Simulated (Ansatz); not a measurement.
# Molecular dynamics of K₃S₄N₂O₁₄, charge -1

Input file:

```yaml
accuracy: low
crystal:
  lattice:
    - [7.2114, 0.0, 0.0]
    - [1.871676, 6.985189, 0.0]
    - [2.940056, 0.296364, 6.919995]
  atoms:
    - { symbol: K, position: [0.02738241, 0.47497588, 0.38552401] }
    - { symbol: K, position: [0.30414873, 0.81241751, 0.90892386] }
    - { symbol: K, position: [0.69097458, 0.15074317, 0.12460512] }
    - { symbol: S, position: [0.26156077, 0.38108926, 0.80796197] }
    - { symbol: S, position: [0.74789153, 0.63227902, 0.1391323] }
    - { symbol: S, position: [0.7378494, 0.10212192, 0.58976263] }
    - { symbol: S, position: [0.31637371, 0.84984508, 0.4042667] }
    - { symbol: "N", position: [0.46806107, 0.30034539, 0.62619825] }
    - { symbol: "N", position: [0.53857195, 0.65990272, 0.42779692] }
    - { symbol: O, position: [0.16046148, 0.21377266, 0.86971678] }
    - { symbol: O, position: [0.8743542, 0.75725462, 0.14735702] }
    - { symbol: O, position: [0.11039842, 0.56121577, 0.78204491] }
    - { symbol: O, position: [0.85980988, 0.42757304, 0.13649479] }
    - { symbol: O, position: [0.89060546, 0.19837514, 0.5887382] }
    - { symbol: O, position: [0.24300427, 0.75859647, 0.2821968] }
    - { symbol: O, position: [0.43941888, 0.3301727, 0.47111988] }
    - { symbol: O, position: [0.6082625, 0.56444917, 0.53885605] }
    - { symbol: O, position: [0.77093196, 0.04121614, 0.39849216] }
    - { symbol: O, position: [0.17835153, 0.88035711, 0.59050096] }
    - { symbol: O, position: [0.67127751, -0.02774933, 0.79716229] }
    - { symbol: O, position: [0.37036839, 1.0381363, 0.30328949] }
    - { symbol: O, position: [0.37113524, 0.39903092, 0.94049888] }
    - { symbol: O, position: [0.62001044, 0.64383829, 0.02371958] }
total_charge: -1
basis:
  ecutwfc: 420.0
kpoints:
  mp_grid: { grid: [2, 1, 1] }
hamiltonian:
  xc: pbe
  dispersion: d3bj
scf:
  occupations: { method: fermi_dirac, width: 0.05 }
  lower_state_search: "off"
  max_iter: 51
md:
  timestep: 1
  n_steps: 200
  ensemble: nvt_nose_hoover
  temperature: 1920.0
  initial_velocities: zero
  seed: 88865
  nose_hoover: { tau: 100.0, chain_length: 1 }
```

Command:

```bash
$ ansatz run input.yaml --threads 1 --pin off --max-ram 3072MiB --backend cpu --events-out ev --progress --plain --runs-dir out
```

It goes on from the last frame of an earlier run, with new velocities.

Output, in part (step lines):

```
md step     0: t =     0.00 fs  T =     0.0 K  F+E_penalty+E_count = -16920.71542290 eV  E_kin = 0.000000 eV  conserved = -16920.71542290 eV  (14 SCF iters)
md step     1: t =     1.00 fs  T =    28.2 K  F+E_penalty+E_count = -16920.79647189 eV  E_kin = 0.080247 eV  conserved = -16920.71623105 eV  (8 SCF iters)
md step     2: t =     2.00 fs  T =   108.6 K  F+E_penalty+E_count = -16921.02700314 eV  E_kin = 0.308698 eV  conserved = -16920.71837460 eV  (9 SCF iters)
md step     3: t =     3.00 fs  T =   229.4 K  F+E_penalty+E_count = -16921.37334558 eV  E_kin = 0.652462 eV  conserved = -16920.72119286 eV  (10 SCF iters)
md step     4: t =     4.00 fs  T =   375.4 K  F+E_penalty+E_count = -16921.79071703 eV  E_kin = 1.067579 eV  conserved = -16920.72402368 eV  (10 SCF iters)
md step     5: t =     5.00 fs  T =   530.6 K  F+E_penalty+E_count = -16922.23347797 eV  E_kin = 1.508952 eV  conserved = -16920.72647745 eV  (4 SCF iters)
md step     6: t =     6.00 fs  T =   681.1 K  F+E_penalty+E_count = -16922.66158954 eV  E_kin = 1.936744 eV  conserved = -16920.72846802 eV  (5 SCF iters)
md step     7: t =     7.00 fs  T =   815.3 K  F+E_penalty+E_count = -16923.04255944 eV  E_kin = 2.318428 eV  conserved = -16920.73008861 eV  (5 SCF iters)
[... lines left out ...]
md step   200: t =   200.00 fs  T =  2015.7 K  F+E_penalty+E_count = -16919.65027273 eV  E_kin = 5.731995 eV  conserved = -16920.71858338 eV  (11 SCF iters)
```

The steps, from the saved trajectory:

```json
{"time (fs)": "0.0", "T (K)": "0", "potential energy less start (eV)": "0.000", "conserved less start (meV/atom)": "0.00"}
{"time (fs)": "6.0", "T (K)": "681", "potential energy less start (eV)": "-1.946", "conserved less start (meV/atom)": "-0.57"}
{"time (fs)": "12.0", "T (K)": "1008", "potential energy less start (eV)": "-2.856", "conserved less start (meV/atom)": "-0.65"}
{"time (fs)": "18.0", "T (K)": "1033", "potential energy less start (eV)": "-2.893", "conserved less start (meV/atom)": "-0.54"}
{"time (fs)": "24.0", "T (K)": "1078", "potential energy less start (eV)": "-2.970", "conserved less start (meV/atom)": "-0.47"}
{"time (fs)": "30.0", "T (K)": "812", "potential energy less start (eV)": "-2.162", "conserved less start (meV/atom)": "-0.34"}
{"time (fs)": "36.0", "T (K)": "936", "potential energy less start (eV)": "-2.465", "conserved less start (meV/atom)": "-0.43"}
{"time (fs)": "42.0", "T (K)": "1170", "potential energy less start (eV)": "-3.053", "conserved less start (meV/atom)": "-0.48"}
{"time (fs)": "48.0", "T (K)": "1287", "potential energy less start (eV)": "-3.284", "conserved less start (meV/atom)": "-0.49"}
{"time (fs)": "54.0", "T (K)": "1194", "potential energy less start (eV)": "-2.906", "conserved less start (meV/atom)": "-0.44"}
{"time (fs)": "60.0", "T (K)": "1097", "potential energy less start (eV)": "-2.525", "conserved less start (meV/atom)": "-0.57"}
{"time (fs)": "66.0", "T (K)": "766", "potential energy less start (eV)": "-1.475", "conserved less start (meV/atom)": "-0.18"}
{"time (fs)": "72.0", "T (K)": "1010", "potential energy less start (eV)": "-2.076", "conserved less start (meV/atom)": "-0.29"}
{"time (fs)": "78.0", "T (K)": "1517", "potential energy less start (eV)": "-3.357", "conserved less start (meV/atom)": "-0.58"}
{"time (fs)": "84.0", "T (K)": "1249", "potential energy less start (eV)": "-2.400", "conserved less start (meV/atom)": "-0.33"}
{"time (fs)": "90.0", "T (K)": "1252", "potential energy less start (eV)": "-2.249", "conserved less start (meV/atom)": "-0.45"}
{"time (fs)": "96.0", "T (K)": "1287", "potential energy less start (eV)": "-2.153", "conserved less start (meV/atom)": "-0.28"}
{"time (fs)": "102.0", "T (K)": "1250", "potential energy less start (eV)": "-1.859", "conserved less start (meV/atom)": "-0.24"}
{"time (fs)": "108.0", "T (K)": "1428", "potential energy less start (eV)": "-2.151", "conserved less start (meV/atom)": "-0.24"}
{"time (fs)": "114.0", "T (K)": "1567", "potential energy less start (eV)": "-2.298", "conserved less start (meV/atom)": "-0.40"}
{"time (fs)": "120.0", "T (K)": "1204", "potential energy less start (eV)": "-1.016", "conserved less start (meV/atom)": "0.07"}
{"time (fs)": "126.0", "T (K)": "1396", "potential energy less start (eV)": "-1.348", "conserved less start (meV/atom)": "-0.46"}
{"time (fs)": "132.0", "T (K)": "1136", "potential energy less start (eV)": "-0.366", "conserved less start (meV/atom)": "-0.09"}
{"time (fs)": "138.0", "T (K)": "1195", "potential energy less start (eV)": "-0.323", "conserved less start (meV/atom)": "0.03"}
{"time (fs)": "144.0", "T (K)": "1789", "potential energy less start (eV)": "-1.725", "conserved less start (meV/atom)": "-0.33"}
{"time (fs)": "150.0", "T (K)": "1838", "potential energy less start (eV)": "-1.486", "conserved less start (meV/atom)": "0.01"}
{"time (fs)": "156.0", "T (K)": "1934", "potential energy less start (eV)": "-1.386", "conserved less start (meV/atom)": "-0.57"}
{"time (fs)": "162.0", "T (K)": "1261", "potential energy less start (eV)": "0.860", "conserved less start (meV/atom)": "0.27"}
{"time (fs)": "168.0", "T (K)": "1474", "potential energy less start (eV)": "0.527", "conserved less start (meV/atom)": "-0.06"}
{"time (fs)": "174.0", "T (K)": "1714", "potential energy less start (eV)": "0.181", "conserved less start (meV/atom)": "0.01"}
{"time (fs)": "180.0", "T (K)": "1830", "potential energy less start (eV)": "0.240", "conserved less start (meV/atom)": "0.09"}
{"time (fs)": "186.0", "T (K)": "1914", "potential energy less start (eV)": "0.396", "conserved less start (meV/atom)": "-0.06"}
{"time (fs)": "192.0", "T (K)": "1960", "potential energy less start (eV)": "0.675", "conserved less start (meV/atom)": "-0.17"}
{"time (fs)": "198.0", "T (K)": "1895", "potential energy less start (eV)": "1.277", "conserved less start (meV/atom)": "0.21"}
```

The run went to its last step. The conserved energy stayed within 0.77 meV per atom of its start (net change -0.14 meV per atom), so the integration is sound. The mean temperature of the second half is 18 % below the set value. A run of 0.2 ps of so small a system gives no equilibrium averages. Limits of this set-up: coarse k mesh, low accuracy level, charged cell in a uniform background, uncorrected.

Mean squared displacements from the first frame to the last, about the centre of mass: K 0.51 Å², S 0.14 Å², N 0.11 Å², O 0.57 Å².

Last frame:

```xyz
23
Lattice="7.2114 0.0000 0.0000 1.8717 6.9852 0.0000 2.9401 0.2964 6.9200" Properties=species:S:1:pos:R:3
K 2.584 2.974 2.973
K 6.840 5.379 6.324
K 6.003 0.949 0.226
S 4.809 2.665 5.833
S 6.921 4.398 1.322
S 6.964 0.878 3.943
S 5.147 6.283 2.447
N 5.551 2.452 4.043
N 6.343 4.956 2.858
O 4.052 1.417 6.371
O 7.803 5.356 0.573
O 3.798 3.751 5.409
O 7.728 3.290 1.840
O 8.088 1.819 4.164
O 3.874 5.734 1.952
O 5.083 3.191 3.205
O 7.092 5.263 3.735
O 6.867 0.905 2.567
O 4.981 6.996 3.868
O 6.364 0.179 5.105
O 5.814 7.412 1.620
O 5.697 3.039 6.950
O 5.532 3.751 1.025
```

The run took 13 min on 1 thread of Arm Neoverse V1 (shared host), peak memory 0.59 GiB.
